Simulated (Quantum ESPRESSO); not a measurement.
## RuAu in Quantum ESPRESSO: the effect of functional

The system is RuAu.

```
Ru Au
1.0
     3.16481    0.00000    0.00000
     0.00000    3.16481    0.00000
     0.00000    0.00000    3.16481
Ru Au
1 1
Direct
  0.00000 0.00000 0.00000
  0.50000 0.50000 0.50000
```

The cell was built by a generator and needn't be a form met in nature.

Alike in all runs:

| Property | Result |
| --- | --- |
| Program | Quantum ESPRESSO 7.5 |
| Task | phonons |
| k mesh | 8 × 8 × 8 |
| Occupations | cold, width 0.2 eV |
| Spin | no spin polarisation |

Each run relaxes the cell or the atoms first.

```tsv
functional	potentials or basis	cutoff	relaxed volume (Å³/atom)	highest phonon frequency (cm⁻¹)
LDA	PseudoDojo 0.4.1 SR LDA standard	1197 eV	14.89	202
PBE	PseudoDojo 0.4.1 SR PBE standard	1143 eV	15.87	185
PBEsol	PseudoDojo 0.4.1 SR PBEsol standard	1143 eV	15.21	196
PW91	PseudoDojo 0.4.1 SR PBE standard	1143 eV	?	?
AM05	PseudoDojo 0.4.1 SR PBE standard	1143 eV	15.14	198
revPBE	PseudoDojo 0.4.1 SR PBE standard	1143 eV	16.09	181
vdW-DF-cx	PseudoDojo 0.4.1 SR PBE standard	1143 eV	15.31	200
```

Problem. What does the run with functional PW91 give?

Solution. Relaxed volume 15.91 Å³/atom; highest phonon frequency 182 cm⁻¹.

Caveats: the mesh is thin for the phonons of a metal; the potentials were made for another functional, which shifts forces and pressure (some runs).
